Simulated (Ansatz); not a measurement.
GeH₅N, SMILES [NH2][GeH3], an active-space calculation

Computed with Ansatz 0.2.0, Python API.

The cells in order, each with its output:

**Cell 1**
```python
import warnings

import ansatz as az
```

**Cell 2**
```python
warnings.simplefilter('ignore', az.DeckWarning)
```

**Cell 3**
```python
geometry_ang = [
    ('N', (-0.0718, -1.2491, -0.126)),
    ('Ge', (0.1555, 0.636, -0.1481)),
    ('H', (0.3121, -1.5721, 0.7073)),
    ('H', (-1.0723, -1.3406, -0.0151)),
    ('H', (-0.5725, 1.2586, -1.3778)),
    ('H', (-0.3943, 1.2671, 1.1636)),
    ('H', (1.7047, 0.9322, -0.2496)),
]
geh5n = az.Crystal.molecule()
for symbol, xyz in geometry_ang:
    geh5n = geh5n.atom(symbol, xyz)
```

**Cell 4**
```python
calc = (
    geh5n.calculation()
    .basis(gaussian='def2-SVP')
    .correlation(active_electrons=2, active_orbitals=2)
)
for method in [None]:
    report = (calc if method is None else calc.correlation(method)).run(threads=1, backend='cpu').report
    space = report['configurations']
    state = space['states'][0]
    print(method or 'casscf', f'total {report["free_energy_ev"] / 27.211386246:.6f} Ha, active-space state {state["energy"]["hartree"]:.6f} Ha, mean field {report["reference_energy_ev"] / 27.211386246:.6f} Ha')
    print('  determinants', state['n_determinants'], ' natural occupations', [round(n, 3) for n in space['natural_occupations']])
```
Output:
```text
casscf total -2132.427885 Ha, active-space state -2132.427885 Ha, mean field -2132.410266 Ha
  determinants 4  natural occupations [1.982, 0.018]
```

Caveats:
- Total energies depend on the basis set; only differences at equal settings carry meaning.
- The geometry is a force-field or estimated start, not a minimum of this method, and the basis set is short of its limit. The active space starts as a window about the frontier orbitals and is then optimised, not chosen by chemistry.
- The whole script took 4.5 s on 1 thread of Arm Neoverse V1, with other jobs on the host, peak memory 0.19 GiB.

(Lines on the test bed's own set-up are left out of the output.)
